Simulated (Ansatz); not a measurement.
**C2H8AlB: small, medium and large basis sets**

The task here is to estimate one member of a computed series from the others.

Method: one geometry, several basis sets; program: Ansatz 0.2.0, Gaussian basis.

Levels to be run: PBE0-D4/def2-SVP; ωB97M-V/def2-SVP; PBE0-D4/def2-QZVPP; ωB97M-V/def2-QZVPP; the functionals' def2-TZVPP values are taken from earlier runs.

### Structure used throughout

The geometry comes from an earlier relaxation with PBE0-D4 in a triple-zeta def2 set; it is a stationary point, not always the lowest conformer.

SMILES `[BH2][Al]([CH3])[CH3]`, 12 atoms, charge 0, spin multiplicity 1.

Atoms are counted from 1 here; the program's logs count them from 0.

Bond lengths: B1–Al2 2.124 Å, B1–H5 1.202 Å, B1–H6 1.202 Å, Al2–C3 1.964 Å, Al2–C4 1.964 Å, C3–H7 1.097 Å, C3–H8 1.095 Å, C3–H9 1.093 Å, C4–H10 1.094 Å, C4–H11 1.097 Å, C4–H12 1.093 Å. Angles: Al2–B1–H5 123.3°, Al2–B1–H6 123.3°, H5–B1–H6 113.4°, B1–Al2–C3 121.0°, B1–Al2–C4 120.7°, C3–Al2–C4 118.3°, Al2–C3–H7 109.6°, Al2–C3–H8 111.2°, Al2–C3–H9 114.1°, H7–C3–H8 106.3°, H7–C3–H9 107.2°, H8–C3–H9 108.1°, Al2–C4–H10 111.9°, Al2–C4–H11 109.5°, Al2–C4–H12 113.6°, H10–C4–H11 106.6°, H10–C4–H12 108.2°, H11–C4–H12 106.7°.

The first run:

Input file in.yaml:

```yaml
crystal:
  periodic: [false, false, false]
  atoms:
    - {symbol: B, position_ang: [-1.088377, 1.962229, -0.243846]}
    - {symbol: Al, position_ang: [-0.066714, 0.114670, -0.010430]}
    - {symbol: C, position_ang: [0.020051, -0.780306, 1.735470]}
    - {symbol: C, position_ang: [0.826153, -0.737951, -1.537814]}
    - {symbol: H, position_ang: [-2.258474, 2.041049, -0.508724]}
    - {symbol: H, position_ang: [-0.553678, 3.032249, -0.122748]}
    - {symbol: H, position_ang: [-0.655248, -1.644852, 1.739459]}
    - {symbol: H, position_ang: [1.023824, -1.172633, 1.929585]}
    - {symbol: H, position_ang: [-0.264628, -0.144598, 2.577164]}
    - {symbol: H, position_ang: [0.822531, -1.828976, -1.454624]}
    - {symbol: H, position_ang: [1.878525, -0.428785, -1.565293]}
    - {symbol: H, position_ang: [0.393135, -0.467395, -2.504199]}
basis:
  gaussian: {orbitals: def2-SVP}
hamiltonian: {xc: pbe0, dispersion: d4}
output: {orbitals: {seedname: orbitals}}
```

Launch:

```
> ansatz run in.yaml --threads 2 --pin off --events-out ev --progress --plain --max-ram 4352MiB
```

Among the steps run: PBE0-D4 in def2-SVP; ωB97M-V in def2-SVP; PBE0-D4 in def2-QZVPP; ωB97M-V in def2-QZVPP.

One of the session's tables, all rows but one given; the rest of the session is left out.

It belongs to the step «Density functionals: the series». 

```
functional       basis  HOMO (eV)  LUMO (eV)
   PBE0-D4    def2-SVP      -6.94      -1.98
   PBE0-D4  def2-TZVPP      -6.98      -2.06
   PBE0-D4  def2-QZVPP      -6.99      -2.08
   ωB97M-V    def2-SVP      -9.07       0.05
   ωB97M-V  def2-TZVPP          ?          ?
   ωB97M-V  def2-QZVPP      -9.13      -0.24
```

Q: Estimate the row for ωB97M-V, def2-TZVPP from the others.

**Answer.** HOMO (eV): -9.13; LUMO (eV): -0.15.
